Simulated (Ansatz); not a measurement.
# Ti: the cost of one run

Program: Ansatz 0.2.0. Level of theory: DFT LDA, scalar-relativistic, plane waves, PAW. These are calculated values, not measurements.

7 further runs of the same task are left out: 7 set aside as unsound or not needed.

### 1 The starting structure

Symmetry: P6/mmm, No. 191, hexagonal system. The conventional cell has a = 4.567 Å, b = 4.567 Å, c = 2.826 Å, α = 90.00°, β = 90.00°, γ = 120.00°. Around Ti (site symmetry 6/mmm) lie 14 Ti at 2.83 to 2.99 Å. Ti (site symmetry -6m2) is surrounded by 11 Ti at 2.64 to 2.99 Å.

Coordinates:

```xyz
3
Lattice="4.5674 0.0000 0.0000 -2.2837 3.9555 0.0000 0.0000 0.0000 2.8262" Properties=species:S:1:pos:R:3 pbc="T T T"
Ti    0.0000    0.0000    0.0000
Ti    0.0000    2.6370    1.4131
Ti    2.2837    1.3185    1.4131
```

The structure comes from the Materials Project (structure only).

### 6 Setting up the map

The energy is mapped over two normal modes frozen in (zone-centre modes of the cell shown).

First coordinate, amplitude of mode 4 (136 cm⁻¹), largest displacement: 7 values from −0.214 Å. Second coordinate, amplitude of mode 5 (171 cm⁻¹), largest displacement: 7 values from −0.197 Å.

Nothing else is relaxed (the cell and all other modes fixed). Energies count from the relaxed high-symmetry cell. Points are written as (first, second).

The patterns, per unit of each coordinate (Å):

```csv
atom,x1,y1,z1,x2,y2,z2
Ti1,0.000,0.000,0.000,1.000,0.000,0.000
Ti2,0.000,0.000,1.000,-0.500,0.000,0.000
Ti3,0.000,0.000,-1.000,-0.500,0.000,0.000
```

(The set-up runs are not shown.)

### 7 Point (−0.214 Å, −0.197 Å)

input.yaml

```yaml
crystal:
  lattice:
    - [4.4510581778, 0.0, 0.0]
    - [-2.2255290889, 3.8547294557, 0.0]
    - [0.0, 0.0, 2.770439276]
  atoms:
    - { symbol: Ti, position: [-0.0442591384, 0.0, 0.0] }
    - { symbol: Ti, position: [0.3554629025, 0.6666666667, 0.4227559319] }
    - { symbol: Ti, position: [0.6887962359, 0.3333333333, 0.5772440681] }
basis:
  ecutwfc: 520.0
kpoints:
  mp_grid: { grid: [12, 12, 14] }
hamiltonian:
  xc: lda
  pseudopotentials: { kind: paw, azcp: { folder: soft_1 } }
scf:
  occupations: { method: gaussian, width: 0.15 }
output:
  forces: true
  stress: true
  eigenvalues: true
```

The run is started by

```console
> ansatz run input.yaml --threads 2 --pin off --max-ram 4096MiB --backend cpu --events-out ev --progress --plain --runs-dir out
```

Q: Estimate wall time and peak memory on 2 threads of Arm Neoverse N1, shared host.

About 75 s, with a peak of 0.92 GiB.
